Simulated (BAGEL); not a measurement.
**RI-MP2/6-31G(d) (density fitting with qzvpp-jkfit, spherical functions) run of B2SiH6S (SMILES BBS[SiH3])**

What is the energy change on altering one bond length of B2SiH6S at RI-MP2/6-31G* (density fitting with qzvpp-jkfit, spherical functions)? 

Program for the calculation: BAGEL 1.2.2.

4 further runs of the same task are left out: 3 that didn't finish, 1 set aside as unsound or not needed.

### 1 The system as given

The species is B2SiH6S (10 atoms), meant as a singlet with charge 0. SMILES: `BBS[SiH3]`. Geometry: relaxed at GFN2-xTB. This is one conformer, not always the lowest.

Bond lengths: B1–B2 1.634 Å, B2–S3 1.785 Å, S3–Si4 2.162 Å, B1–H5 1.173 Å, B1–H6 1.173 Å, B2–H7 1.179 Å, Si4–H8 1.459 Å, Si4–H9 1.454 Å, Si4–H10 1.457 Å. Some angles: B1–B2–S3 122.0°, B2–S3–Si4 105.8°, B1–B2–H7 122.6°, S3–B2–H7 115.4°, B2–B1–H5 122.4°, B2–B1–H6 122.7°, S3–Si4–H8 107.9°, S3–Si4–H9 103.2°, S3–Si4–H10 108.8°, H5–B1–H6 114.8°.

### 2 A single-point energy at RI-MP2/6-31G(d) (density fitting with qzvpp-jkfit, spherical functions)

job.json

```json
{ "bagel": [

{
  "title": "molecule",
  "basis": "6-31gs.json",
  "df_basis": "qzvpp-jkfit",
  "angstrom": true,
  "geometry": [
    { "atom": "B", "xyz": [       0.320400,       2.202830,       1.213110 ] },
    { "atom": "B", "xyz": [      -0.037380,       0.908440,       0.282120 ] },
    { "atom": "S", "xyz": [       0.691170,      -0.695650,       0.570120 ] },
    { "atom": "Si", "xyz": [      -0.158440,      -2.005300,      -0.926110 ] },
    { "atom": "H", "xyz": [       1.224640,       2.913910,       0.981760 ] },
    { "atom": "H", "xyz": [      -0.325400,       2.512860,       2.142240 ] },
    { "atom": "H", "xyz": [      -0.780240,       0.969730,      -0.631150 ] },
    { "atom": "H", "xyz": [      -1.442900,      -2.482940,      -0.426700 ] },
    { "atom": "H", "xyz": [       0.830130,      -3.065240,      -1.038370 ] },
    { "atom": "H", "xyz": [      -0.321970,      -1.258640,      -2.167010 ] }
  ]
},

{ "title": "hf" },

{ "title": "mp2", "ncore": 12 }

]}
```

The basis set 6-31G* is read from a file made from the Basis Set Exchange's data (not shown).

Command:

```bash
BAGEL_NUM_THREADS=1 BAGEL job.json > job.out
```

The program printed:

```text
* using 1 threads per process

  ===============================================================
  ===============================================================

  *** Geometry ***

  { "atom" : "B", "xyz" : [      0.605468,      4.162745,      2.292446 ] },
  { "atom" : "B", "xyz" : [     -0.070638,      1.716703,      0.533130 ] },
  { "atom" : "S", "xyz" : [      1.306122,     -1.314588,      1.077371 ] },
  { "atom" : "Si", "xyz" : [     -0.299408,     -3.789468,     -1.750094 ] },
  { "atom" : "H", "xyz" : [      2.314234,      5.506492,      1.855258 ] },
  { "atom" : "H", "xyz" : [     -0.614917,      4.748617,      4.048247 ] },
  { "atom" : "H", "xyz" : [     -1.474440,      1.832524,     -1.192701 ] },
  { "atom" : "H", "xyz" : [     -2.726686,     -4.692077,     -0.806346 ] },
  { "atom" : "H", "xyz" : [      1.568718,     -5.792464,     -1.962235 ] },
  { "atom" : "H", "xyz" : [     -0.608435,     -2.378485,     -4.095055 ] },

  Number of auxiliary basis functions:      514

  Since a DF basis is specified, we compute 2- and 3-index integrals:
    o Being stored without compression. Storage requirement is 0.024 GB

  Number of basis functions:       76
  Number of electrons      :       46

    * METHOD: MOLECULE                             0.28

  *** RHF ***

  === Nuclear Repulsion ===
   173.1704899094

      * DIIS with orbital gradients will be used.

  === RHF iteration (6-31gs.json) ===
      0       -739.20747725          0.01049090           0.06
      1       -739.27917801          0.00340933           0.06
      2       -739.28639765          0.00126672           0.06
      3       -739.28741908          0.00017085           0.06
      4       -739.28745073          0.00006141           0.06
      5       -739.28745548          0.00002058           0.06
      6       -739.28745612          0.00000698           0.06
      7       -739.28745620          0.00000221           0.06
      8       -739.28745620          0.00000064           0.06
      9       -739.28745620          0.00000025           0.06
     10       -739.28745620          0.00000010           0.06
     11       -739.28745620          0.00000004           0.06
     12       -739.28745620          0.00000001           0.06
     13       -739.28745620          0.00000000           0.06
    * SCF iteration converged.

    * Permanent dipole moment:
           (    0.393675,     0.189842,     0.537456) a.u.

    * METHOD: HF                                   1.02

  *** RHF ***

  === Nuclear Repulsion ===
   173.1704899094

      * DIIS with orbital gradients will be used.

  === RHF iteration (6-31gs.json) ===
      0       -739.28745620          0.00000000           0.06
    * SCF iteration converged.

    * Permanent dipole moment:
           (    0.393675,     0.189842,     0.537456) a.u.

  === DF-MP2 calculation ===

    * freezing 12 orbitals
    * 3-index integral transformation done
    * assembly done

      MP2 correlation energy:   -0.3410217643      0.03

      MP2 total energy:       -739.6284779677

    * METHOD: MP2                                  0.17

  ===============================================================
```

Wall time 1.6 s (1 thread of Arm Neoverse V1, shared host); peak memory 0.12 GiB.

### 3 The distorted shape at the same level

calc.json

```json
{ "bagel" : [

{
  "title" : "molecule",
  "basis" : "6-31gs.json",
  "df_basis" : "qzvpp-jkfit",
  "angstrom" : "true",
  "geometry" : [
    { "atom" : "B", "xyz" : [      -0.470440,       3.050765,       1.302916 ] },
    { "atom" : "B", "xyz" : [      -0.828220,       1.756375,       0.371926 ] },
    { "atom" : "S", "xyz" : [      -0.099670,       0.152285,       0.659926 ] },
    { "atom" : "Si", "xyz" : [      -0.949280,      -1.157365,      -0.836304 ] },
    { "atom" : "H", "xyz" : [       0.433800,       3.761845,       1.071566 ] },
    { "atom" : "H", "xyz" : [      -1.116240,       3.360795,       2.232046 ] },
    { "atom" : "H", "xyz" : [      -1.571080,       1.817665,      -0.541344 ] },
    { "atom" : "H", "xyz" : [      -2.233740,      -1.635005,      -0.336894 ] },
    { "atom" : "H", "xyz" : [       0.830130,      -3.065240,      -1.038370 ] },
    { "atom" : "H", "xyz" : [      -1.112810,      -0.410705,      -2.077204 ] }
  ]
},

{ "title" : "hf", "charge" : 0 },

{ "title" : "mp2", "charge" : 0, "ncore" : 12 }

]}
```

The basis set 6-31G* is read from a file made from the Basis Set Exchange's data (not shown).

Command:

```bash
BAGEL_NUM_THREADS=1 BAGEL calc.json > calc.out
```

The program printed:

```text
* using 1 threads per process

  ===============================================================
  ===============================================================

  *** Geometry ***

  { "atom" : "B", "xyz" : [     -0.889003,      5.765110,      2.462154 ] },
  { "atom" : "B", "xyz" : [     -1.565109,      3.319068,      0.702838 ] },
  { "atom" : "S", "xyz" : [     -0.188349,      0.287777,      1.247079 ] },
  { "atom" : "Si", "xyz" : [     -1.793879,     -2.187103,     -1.580386 ] },
  { "atom" : "H", "xyz" : [      0.819763,      7.108857,      2.024966 ] },
  { "atom" : "H", "xyz" : [     -2.109388,      6.350982,      4.217956 ] },
  { "atom" : "H", "xyz" : [     -2.968911,      3.434889,     -1.022992 ] },
  { "atom" : "H", "xyz" : [     -4.221157,     -3.089712,     -0.636637 ] },
  { "atom" : "H", "xyz" : [      1.568718,     -5.792464,     -1.962235 ] },
  { "atom" : "H", "xyz" : [     -2.102906,     -0.776120,     -3.925347 ] },

  Number of auxiliary basis functions:      514

  Since a DF basis is specified, we compute 2- and 3-index integrals:
    o Being stored without compression. Storage requirement is 0.024 GB

  Number of basis functions:       76
  Number of electrons      :       46

    * METHOD: MOLECULE                             0.28

  *** RHF ***

  === Nuclear Repulsion ===
   169.8505366588

      * DIIS with orbital gradients will be used.

  === RHF iteration (6-31gs.json) ===
      0       -739.05784573          0.01102384           0.06
      1       -739.13871951          0.00403074           0.06
      2       -739.14925523          0.00145593           0.06
      3       -739.15080961          0.00019804           0.06
      4       -739.15085421          0.00007054           0.06
      5       -739.15086059          0.00002343           0.06
      6       -739.15086142          0.00000713           0.06
      7       -739.15086151          0.00000235           0.06
      8       -739.15086151          0.00000063           0.06
      9       -739.15086151          0.00000023           0.06
     10       -739.15086151          0.00000009           0.06
     11       -739.15086151          0.00000003           0.06
     12       -739.15086151          0.00000001           0.06
     13       -739.15086151          0.00000000           0.06
    * SCF iteration converged.

    * Permanent dipole moment:
           (    0.855599,    -0.573635,     0.343636) a.u.

    * METHOD: HF                                   1.01

  *** RHF ***

  === Nuclear Repulsion ===
   169.8505366588

      * DIIS with orbital gradients will be used.

  === RHF iteration (6-31gs.json) ===
      0       -739.15086151          0.00000000           0.06
    * SCF iteration converged.

    * Permanent dipole moment:
           (    0.855599,    -0.573635,     0.343635) a.u.

  === DF-MP2 calculation ===

    * freezing 12 orbitals
    * 3-index integral transformation done
    * assembly done

      MP2 correlation energy:   -0.3561667929      0.03

      MP2 total energy:       -739.5070283075

    * METHOD: MP2                                  0.16

  ===============================================================
```

Run time: 1.6 s. Hardware: 1 thread of Arm Neoverse V1, shared host; peak memory 0.12 GiB.

### 4 Summary of results

At RI-MP2/6-31G* (density fitting with qzvpp-jkfit, spherical functions), 12 core orbitals frozen:

| quantity | value |
| --- | --- |
| first shape: total energy | -739.62848 Eh |
| first shape: correlation energy (12 core orbitals frozen) | -341.0 mEh |
| distorted shape: total energy | -739.50703 Eh |
| distorted shape: correlation energy (12 core orbitals frozen) | -356.2 mEh |
| energy change with the Si4–H9 bond stretched from 1.454 to 2.617 Å | 3.305 eV |

One bond (distorted shape) is far stretched, which a spin-restricted single reference describes badly; perturbation theory on it can break down and give far too much correlation. With the Si4–H9 bond stretched from 1.454 to 2.617 Å the energy rises by 3.30 eV (319 kJ/mol). The first shape isn't relaxed at this level, so the change isn't measured from a minimum. A restricted reference can't describe the breaking bond well at this length.
